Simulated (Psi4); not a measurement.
# wB97X/aug-cc-pVDZ run of GeNH5 (SMILES [NH2][GeH3])

Aim: the vertical ionisation energy of GeNH5 at wB97X/aug-cc-pVDZ, from 2 runs. Input form: a QCSchema input.

The results are computed with Psi4 1.11.

1 further run of the same task is left out (set aside as unsound or not needed).

### 1 The structure to begin with

GeNH5: 7 atoms, total charge 0, spin state singlet. SMILES: `[NH2][GeH3]`. Geometry: relaxed at PBE0-D4/def2-TZVP.

Bond lengths: N1–Ge2 1.843 Å, N1–H3 1.011 Å, N1–H4 1.011 Å, Ge2–H5 1.536 Å, Ge2–H6 1.548 Å, Ge2–H7 1.536 Å. Angles: N1–Ge2–H5 106.8°, N1–Ge2–H6 114.5°, N1–Ge2–H7 106.9°, Ge2–N1–H3 113.7°, Ge2–N1–H4 113.6°, H5–Ge2–H6 108.8°, H5–Ge2–H7 111.1°, H6–Ge2–H7 108.7°, H3–N1–H4 108.0°.

### 2 Energy and gradient at wB97X/aug-cc-pVDZ

Input file geh5n.json:

```json
{
 "schema_name": "qcschema_input",
 "schema_version": 1,
 "molecule": {
  "schema_name": "qcschema_molecule",
  "schema_version": 2,
  "symbols": ["N", "Ge", "H", "H", "H", "H", "H"],
  "geometry": [-0.20314556, -2.1962397, -0.18330343, 0.29819878, 1.25005383, -0.2118383, 0.68559264, -3.08837941, 1.25364431, -2.04562853, -2.70041863, -0.14248535, -1.08942711, 2.28222224, -2.54319342, -0.68993901, 2.64032534, 2.16411436, 3.16037797, 1.68450187, -0.4236766],
  "molecular_charge": 0,
  "molecular_multiplicity": 1,
  "fix_symmetry": "c1"
 },
 "driver": "gradient",
 "model": {
  "method": "wb97x",
  "basis": "aug-cc-pVDZ"
 },
 "keywords": {
  "puream": true,
  "e_convergence": 1e-09,
  "d_convergence": 1e-08,
  "scf_type": "pk",
  "dft_radial_points": 99,
  "dft_spherical_points": 590
 }
}
```

The run is started by

```sh
$ psi4 --qcschema geh5n.json -n 1 --memory 1600MB
```

stdout:

```text
[...]
  Running in c1 symmetry.
[...]
  Nuclear repulsion =  124.522805299300458
[...]
  Multiplicity = 1
[...]
  Nalpha       = 22
  Nbeta        = 22
[...]
    Number of basis functions: 104
[...]
   @RKS iter   1: -2133.94867391153866   -3.00027e+00   1.27688e-02 ADIIS/DIIS
[...]
   @RKS iter  11: -2134.76327000660058   -1.04592e-11   4.74680e-09 DIIS
[...]
    Orbital Energies [Eh]
    ---------------------
    Doubly Occupied:
       1A   -398.597541     2A    -49.849368     3A    -44.372307
       4A    -44.372250     5A    -44.372065     6A    -14.392252
       7A     -6.341713     8A     -4.515998     9A     -4.515083
      10A     -4.514706    11A     -1.343961    12A     -1.341618
      13A     -1.341133    14A     -1.339029    15A     -1.338896
      16A     -0.968671    17A     -0.675412    18A     -0.588290
      19A     -0.488826    20A     -0.446304    21A     -0.438549
      22A     -0.360161
[...]
  @RKS Final Energy: -2134.76327000660058
   => Energetics <=
    Nuclear Repulsion Energy =            124.5228052993004582
    One-Electron Energy =               -3219.1260861033288165
    Two-Electron Energy =                1028.1501713579784791
    DFT Exchange-Correlation Energy =     -68.3101605605513527
    Empirical Dispersion Energy =           0.0000000000000000
    VV10 Nonlocal Energy =                  0.0000000000000000
    Total Energy =                      -2134.7632700066010329
[...]
 Multipole Moments:
 ------------------------------------------------------------------------------------
     Multipole            Electronic (a.u.)      Nuclear  (a.u.)        Total (a.u.)
 ------------------------------------------------------------------------------------
 L = 1.  Multiply by 2.5417464519 to convert [e a0] to [Debye]
 Dipole X            :          0.7535412           -0.9554475           -0.2019064
 Dipole Y            :          4.0881976           -4.1238855           -0.0356879
 Dipole Z            :         -0.3406884            0.7258637            0.3851753
 Magnitude           :                                                    0.4363483
[...]
  -Total Gradient:
     Atom            X                  Y                   Z
    ------   -----------------  -----------------  -----------------
       1       -0.000562165482     0.001341879197     0.001519503344
       2       -0.001214557513    -0.006518285782     0.000564124586
       3       -0.001033083485     0.002399749827    -0.002170197279
       4        0.002841885403     0.001868857311    -0.000219521577
       5       -0.000120949267     0.000105413256    -0.000023984589
       6        0.000005437062     0.000825194274     0.000255984858
       7        0.000089833809     0.000074676777     0.000088901882
[...]
```

The result, in JSON:

```text
{
 "driver": "gradient",
 "model": {
  "method": "wb97x",
  "basis": "aug-cc-pVDZ"
 },
 "success": true,
 "return_result": [-0.0005621654821893751, 0.00134187919745897, 0.0015195033438388517, -0.0012145575125459811, -0.006518285781560593, 0.0005641245858244983, -0.0010330834852224219, 0.002399749826582892, -0.002170197279048852, 0.002841885403474409, 0.0018688573107550899, -0.00021952157697875153, -0.00012094926665086325, 0.00010541325564786264, -2.3984589014688917e-05, 5.437061756048689e-06, 0.0008251942742972945, 0.00025598485778620395, 8.983380882865433e-05, 7.467677702820835e-05, 8.890188169070369e-05],
 "properties": {
  "calcinfo_nbasis": 104,
  "calcinfo_nmo": 104,
  "calcinfo_nalpha": 22,
  "calcinfo_nbeta": 22,
  "calcinfo_natom": 7,
  "nuclear_repulsion_energy": 124.52280529930046,
  "return_energy": -2134.7632700066006,
  "return_gradient": [-0.0005621654821893751, 0.00134187919745897, 0.0015195033438388517, -0.0012145575125459811, -0.006518285781560593, 0.0005641245858244983, -0.0010330834852224219, 0.002399749826582892, -0.002170197279048852, 0.002841885403474409, 0.0018688573107550899, -0.00021952157697875153, -0.00012094926665086325, 0.00010541325564786264, -2.3984589014688917e-05, 5.437061756048689e-06, 0.0008251942742972945, 0.00025598485778620395, 8.983380882865433e-05, 7.467677702820835e-05, 8.890188169070369e-05],
  "scf_one_electron_energy": -3219.126086103329,
  "scf_two_electron_energy": 1028.1501713579785,
  "scf_xc_energy": -68.31016056055135,
  "scf_dipole_moment": [-0.20190637452874483, -0.0356879035988964, 0.3851752819906119],
  "scf_total_energy": -2134.7632700066006,
  "scf_total_gradient": [-0.0005621654821893751, 0.00134187919745897, 0.0015195033438388517, -0.0012145575125459811, -0.006518285781560593, 0.0005641245858244983, -0.0010330834852224219, 0.002399749826582892, -0.002170197279048852, 0.002841885403474409, 0.0018688573107550899, -0.00021952157697875153, -0.00012094926665086325, 0.00010541325564786264, -2.3984589014688917e-05, 5.437061756048689e-06, 0.0008251942742972945, 0.00025598485778620395, 8.983380882865433e-05, 7.467677702820835e-05, 8.890188169070369e-05],
  "scf_iterations": 11
 }
}
```

It took 69 s on 1 thread of Intel Xeon 6975P-C (Granite Rapids), shared host; peak memory 1 GiB.

### 3 The doublet cation

Input file geh5n.json:

```json
{
  "schema_name": "qcschema_input",
  "schema_version": 1,
  "molecule": {
    "schema_name": "qcschema_molecule",
    "schema_version": 2,
    "symbols": ["N", "Ge", "H", "H", "H", "H", "H"],
    "geometry": [-0.20314556, -2.1962397, -0.18330343, 0.29819878, 1.25005383, -0.2118383, 0.68559264, -3.08837941, 1.25364431, -2.04562853, -2.70041863, -0.14248535, -1.08942711, 2.28222224, -2.54319342, -0.68993901, 2.64032534, 2.16411436, 3.16037797, 1.68450187, -0.4236766],
    "molecular_charge": 1,
    "molecular_multiplicity": 2,
    "fix_symmetry": "c1",
    "fix_com": true,
    "fix_orientation": true
  },
  "driver": "gradient",
  "model": {
    "method": "wb97x",
    "basis": "aug-cc-pVDZ"
  },
  "keywords": {
    "reference": "uks",
    "puream": true,
    "e_convergence": 1e-09,
    "d_convergence": 1e-08,
    "scf_type": "pk",
    "dft_radial_points": 99,
    "dft_spherical_points": 590,
    "maxiter": 200
  }
}
```

The run is started by

```sh
$ psi4 --qcschema geh5n.json -n 1 --memory 1600MB
```

stdout, cut to the lines that bear on the results:

```text
[...]
  Running in c1 symmetry.
[...]
  Nuclear repulsion =  124.522805299300458
[...]
  Multiplicity = 2
[...]
  Nalpha       = 22
  Nbeta        = 21
[...]
    Number of basis functions: 104
[...]
   @UKS iter   1: -2133.72638828000618   -2.77798e+00   1.19065e-02 DIIS/ADIIS
[...]
   @UKS iter  14: -2134.40136740976413   -8.50378e-11   8.23193e-09 DIIS
[...]
   @S^2 Observed:                7.590821716E-01
[...]
  @UKS Final Energy: -2134.40136740976413
   => Energetics <=
    Nuclear Repulsion Energy =            124.5228052993004582
    One-Electron Energy =               -3207.8237802238627410
    Two-Electron Energy =                1017.0647492031927186
    DFT Exchange-Correlation Energy =     -68.1651416883948400
    Empirical Dispersion Energy =           0.0000000000000000
    VV10 Nonlocal Energy =                  0.0000000000000000
    Total Energy =                      -2134.4013674097641342
[...]
 Multipole Moments:
 ------------------------------------------------------------------------------------
     Multipole            Electronic (a.u.)      Nuclear  (a.u.)        Total (a.u.)
 ------------------------------------------------------------------------------------
 L = 1.  Multiply by 2.5417464519 to convert [e a0] to [Debye]
 Dipole X            :         -8.4107473            8.1413180           -0.2694293
 Dipole Y            :        -26.2482935           25.4462961           -0.8019975
 Dipole Z            :          8.0912245           -7.7535463            0.3376782
 Magnitude           :                                                    0.9109438
[...]
  -Total Gradient:
     Atom            X                  Y                   Z
    ------   -----------------  -----------------  -----------------
       1        0.017654137704    -0.000645935152    -0.034979773403
       2       -0.024170652836    -0.062364214259     0.030859806157
       3       -0.015101931969     0.020235971715     0.000254005311
       4        0.012744298017     0.016306890875     0.014481311606
       5        0.001242737515     0.006000044141    -0.003092848063
       6        0.004670964528     0.014762073463    -0.005303796284
       7        0.002970823727     0.005729993648    -0.002232713994
[...]
```

The result, in JSON:

```text
{
 "driver": "gradient",
 "model": {
  "method": "wb97x",
  "basis": "aug-cc-pVDZ"
 },
 "success": true,
 "return_result": [0.017654137703779132, -0.0006459351524907286, -0.03497977340301631, -0.024170652835584446, -0.062364214259144624, 0.03085980615737223, -0.015101931969475124, 0.020235971714870918, 0.00025400531096581025, 0.012744298016997752, 0.016306890874861577, 0.014481311605757307, 0.0012427375146660327, 0.0060000441409987434, -0.0030928480631081806, 0.00467096452808527, 0.014762073462913514, -0.005303796284187062, 0.0029708237274703314, 0.005729993647994529, -0.0022327139942173585],
 "properties": {
  "calcinfo_nbasis": 104,
  "calcinfo_nmo": 104,
  "calcinfo_nalpha": 22,
  "calcinfo_nbeta": 21,
  "calcinfo_natom": 7,
  "nuclear_repulsion_energy": 124.52280529930046,
  "return_energy": -2134.401367409764,
  "return_gradient": [0.017654137703779132, -0.0006459351524907286, -0.03497977340301631, -0.024170652835584446, -0.062364214259144624, 0.03085980615737223, -0.015101931969475124, 0.020235971714870918, 0.00025400531096581025, 0.012744298016997752, 0.016306890874861577, 0.014481311605757307, 0.0012427375146660327, 0.0060000441409987434, -0.0030928480631081806, 0.00467096452808527, 0.014762073462913514, -0.005303796284187062, 0.0029708237274703314, 0.005729993647994529, -0.0022327139942173585],
  "scf_one_electron_energy": -3207.8237802238627,
  "scf_two_electron_energy": 1017.0647492031927,
  "scf_xc_energy": -68.16514168839484,
  "scf_dipole_moment": [-0.2694292758020129, -0.8019974723520846, 0.3376781759360794],
  "scf_total_energy": -2134.401367409764,
  "scf_total_gradient": [0.017654137703779132, -0.0006459351524907286, -0.03497977340301631, -0.024170652835584446, -0.062364214259144624, 0.03085980615737223, -0.015101931969475124, 0.020235971714870918, 0.00025400531096581025, 0.012744298016997752, 0.016306890874861577, 0.014481311605757307, 0.0012427375146660327, 0.0060000441409987434, -0.0030928480631081806, 0.00467096452808527, 0.014762073462913514, -0.005303796284187062, 0.0029708237274703314, 0.005729993647994529, -0.0022327139942173585],
  "scf_iterations": 14
 }
}
```

Run time: 81 s. Hardware: 1 thread of Intel Xeon 6975P-C (Granite Rapids), shared host; peak memory 1 GiB.

### 4 Summary of results

Level: wB97X/aug-cc-pVDZ.

| quantity | value |
| --- | --- |
| singlet GeNH5: total energy | -2134.76327 Eh |
| singlet GeNH5: dipole moment | 1.11 D |
| singlet GeNH5: HOMO energy | -9.80 eV |
| singlet GeNH5: LUMO energy | 1.07 eV |
| singlet GeNH5: HOMO–LUMO gap | 10.87 eV |
| singlet GeNH5: largest force on an atom | 0.342 eV/Å |
| doublet cation: total energy | -2134.40137 Eh |
| doublet cation: HOMO energy (highest over α and β) | -17.64 eV |
| doublet cation: LUMO energy (lowest over α and β) | -9.88 eV |
| doublet cation: ⟨S²⟩ | 0.759 |
| doublet cation: largest force on an atom | 3.788 eV/Å |
| vertical ionisation energy (to the doublet cation) | 9.848 eV |

What this shows: Removing an electron at fixed nuclei costs 9.85 eV (227 kcal/mol). The largest force (singlet GeNH5) is 0.34 eV/Å: the shape isn't a stationary point for this species at this level. The negative HOMO energy of the first species, 9.80 eV, lies 0.05 eV below that difference.
